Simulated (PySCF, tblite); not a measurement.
# C5H13AlBF: geometry, infrared bands and NMR shifts

Aim: predict the infrared bands and NMR shifts of C5H13AlBF (`CC[C@H](C)B[CH2][AlH][F]`).

Computed with tblite 0.8.0 and PySCF 2.14.0, with density-fitted response routines of our own, on a single molecule in the gas phase. Atoms count from 0, in the outputs and in this text.

**1. Starting geometry**

21 atoms, charge 0, multiplicity 1; geometry from: force field or distance geometry start.

Bonds of the start (Å): C0–C1 1.53, C1–C2 1.55, C2–C3 1.53, C2–B4 1.60, B4–C5 1.59, C5–Al6 1.99, Al6–F7 1.81, C0–H8 1.11, C0–H9 1.12, C0–H10 1.10, C1–H11 1.13, C1–H12 1.10, C2–H13 1.12, C3–H14 1.10, C3–H15 1.13, C3–H16 1.10, B4–H17 1.18, C5–H18 1.11, C5–H19 1.11, Al6–H20 1.60.

**2. Geometry optimisation with GFN2-xTB**

The job: settings as JSON, then the geometry in Å.

```
{"job": {"kind": "relax", "xc": "GFN2-xTB", "basis": "xTB"}, "charge": 0, "multiplicity": 1}
C     -1.365700     1.268100     1.101400
C     -1.701000     0.010300     0.294400
C     -0.629100    -0.303600    -0.773400
C     -1.132000    -1.406500    -1.714700
B      0.763500    -0.735300    -0.115300
C      2.091700     0.086800    -0.408800
Al     2.826100     0.795000     1.304400
F      3.262300    -0.340300     2.640700
H     -1.242100     2.134800     0.421000
H     -2.213100     1.488800     1.805500
H     -0.451900     1.131700     1.697300
H     -1.801500    -0.857700     1.004200
H     -2.688800     0.160000    -0.173900
H     -0.478500     0.610100    -1.398100
H     -0.381800    -1.611900    -2.495900
H     -1.325800    -2.348700    -1.124600
H     -2.072200    -1.100800    -2.203500
H      0.810200    -1.700100     0.564600
H      1.891400     0.943100    -1.080000
H      2.851700    -0.579800    -0.869900
H      2.977700     2.373100     1.524100
```

Started as:

```console
$ OMP_NUM_THREADS=1 python probes_run.py task.json out
```

One launch serves the whole session: the jobs run in the order shown.

**Question.** This job is followed by: GFN2-xTB harmonic vibrations, gas phase; GIAO PBE0/pcSseg-1 NMR shielding, non-relativistic, gas phase. Predict these results of the whole session: strongest single infrared mode (GFN2-xTB); zero-point energy (GFN2-xTB); ¹³C shifts against TMS (PBE0/pcSseg-1); ¹H shifts against TMS (PBE0/pcSseg-1, means over atoms taken as alike); ¹¹B shifts against BF3·OEt2 (PBE0/pcSseg-1); ²⁷Al shifts against AlH4- (PBE0/pcSseg-1); ¹⁹F shifts against CFCl3 (PBE0/pcSseg-1).

**Answer**, as computed:

| quantity | value |
| --- | --- |
| strongest single infrared mode (GFN2-xTB) | 1844 cm⁻¹, 284 km/mol |
| zero-point energy (GFN2-xTB) | 104.7 kcal/mol |
| ¹³C shifts against TMS (PBE0/pcSseg-1) | 50.6, 42.5, 33.6, 21.3, 18.0 ppm |
| ¹H shifts against TMS (PBE0/pcSseg-1, means over atoms taken as alike) | 7.30, 4.87, 2.75, 2.40, 1.53, 1.50, 1.48, 1.27, 1.09 ppm |
| ¹¹B shifts against BF3·OEt2 (PBE0/pcSseg-1) | 78.6 ppm |
| ²⁷Al shifts against AlH4- (PBE0/pcSseg-1) | 100.7 ppm |
| ¹⁹F shifts against CFCl3 (PBE0/pcSseg-1) | -138.6 ppm |

In words: Relaxing lowered the energy by 0.616 eV in 204 steps; the close pair that moved most is Al6–F7, from 1.807 to 1.651 Å. No mode is imaginary among the 57: a minimum at this level. The strongest single mode, at 1844 cm⁻¹, moves mainly H20. GFN2-xTB is a fitted tight-binding method: band positions and strengths are rough. Its intensities can rank the bands wrongly. At PBE0/pcSseg-1: The largest span, 180 ppm, is at B4, where the paramagnetic term is -174 ppm.
